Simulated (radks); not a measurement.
**Ru²⁴⁺ in [Ne] 3s2 3p5 3d3: an all-electron calculation**

The task here is to estimate one member of a computed series from the others.

Program: radks (a radial shooting solver on a logarithmic mesh, Libxc functionals) version 1. Level of theory: Dirac Kohn-Sham, RPBE, spin-unpolarised, spherical densities, finite nucleus; open shells fill j = l - 1/2 first. These are calculated values, not measurements, unless marked.

## The atom as given

```
element            : ruthenium (Z = 44)
charge             : +24
electrons          : 20
configuration      : [Ne] 3s2 3p5 3d3
nuclear rms radius : 4.4809 fm
```

Set-up of the first run:

Settings of this run:

```text
Z 44
configuration [Ne] 3s2 3p5 3d3
relativity Dirac
functional rpbe,pbe
spin unpolarised
j_filling energy
nucleus finite rms 4.4809 fm
c 137.035999084
```

Command:

```
python run_ks.py task.json out
```

All runs below come from this command, one after another.

Steps of the session up to this table: Self-consistent calculation.

One of the session's tables, all rows but one given; the rest of the session is left out.

It belongs to the step «Shells». Radial moments (bohr):

| level | <r> | outermost maximum (interpolated) | 90 % within | nodes |
| --- | --- | --- | --- | --- |
| 1s1/2 | 0.03343 | 0.0217 | 0.0599 | 0 |
| 2s1/2 | 0.1443 | 0.123 | 0.223 | 1 |
| 2p1/2 | 0.1227 | 0.0952 | 0.201 | 0 |
| 2p3/2 | 0.1274 | 0.0992 | 0.207 | 0 |
| 3s1/2 | ? | ? | ? | ? |
| 3p1/2 | 0.3577 | 0.329 | 0.532 | 1 |
| 3p3/2 | 0.3656 | 0.337 | 0.543 | 1 |
| 3d3/2 | 0.3266 | 0.272 | 0.504 | 0 |
| 3d5/2 | 0.3290 | 0.274 | 0.507 | 0 |

Q: Estimate the row for 3s1/2 from the others.

As computed: <r>: 0.3705; outermost maximum (interpolated): 0.345; 90 % within: 0.540; nodes: 2. In the column «<r>» it is the highest.
